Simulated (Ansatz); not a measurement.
**TiCo in Ansatz: the effect of pseudo set**

Slab: TiCo, a slab with vacuum.

```
Co Ti
1.0
     2.98611    0.00000    0.00000
     0.00000    2.98611    0.00000
     0.00000    0.00000   25.45139
Co Ti
4 4
Direct
  0.50000 0.50000 0.29468
  0.50000 0.50000 0.41201
  0.50000 0.50000 0.52933
  0.50000 0.50000 0.64666
  0.00000 0.00000 0.35334
  0.00000 0.00000 0.47067
  0.00000 0.00000 0.58799
  0.00000 0.00000 0.70532
```

The cell isn't the ideal one: the (1 0 0) slab of TiCo, cut from the database cell, not relaxed.

Alike in all runs:

| Quantity | Value |
| --- | --- |
| Program | Ansatz 0.2.0 |
| Task | relaxation of the atoms |
| Functional | PBE |
| k mesh | 9 × 9 × 1 |
| Occupations | fermi-dirac, width 0.05 eV |
| Spin | collinear spin, ferromagnetic start |
| Starting moments | [2.0, 1.0, 2.0, 1.0, 2.0, 1.0, 2.0, 1.0] μB |

Each run relaxes the cell or the atoms first.

```tsv
pseudo set	cutoff	moment (μB)	largest force (eV/Å)
Ansatz PAW	420 eV (not typed: the program's choice for these potentials)	4.15	1.61
Ansatz PAW accurate	1000 eV	4.17	1.60
JTH PAW	1320 eV (not typed: the program's choice for these potentials)	4.15	1.60
Ansatz PAW earlier set	900 eV (not typed: the program's choice for these potentials)	4.17	1.60
SPMS NC	844 eV (not typed: the program's choice for these potentials)	?	?
PseudoDojo standard	1306 eV	4.20	1.58
PseudoDojo stringent	1415 eV	4.15	1.58
```

Problem. What does the run with pseudo set SPMS NC give?

Solution. Moment 4.13 μB; largest force 1.56 eV/Å.

Caveats: the starting moments weren't kept.
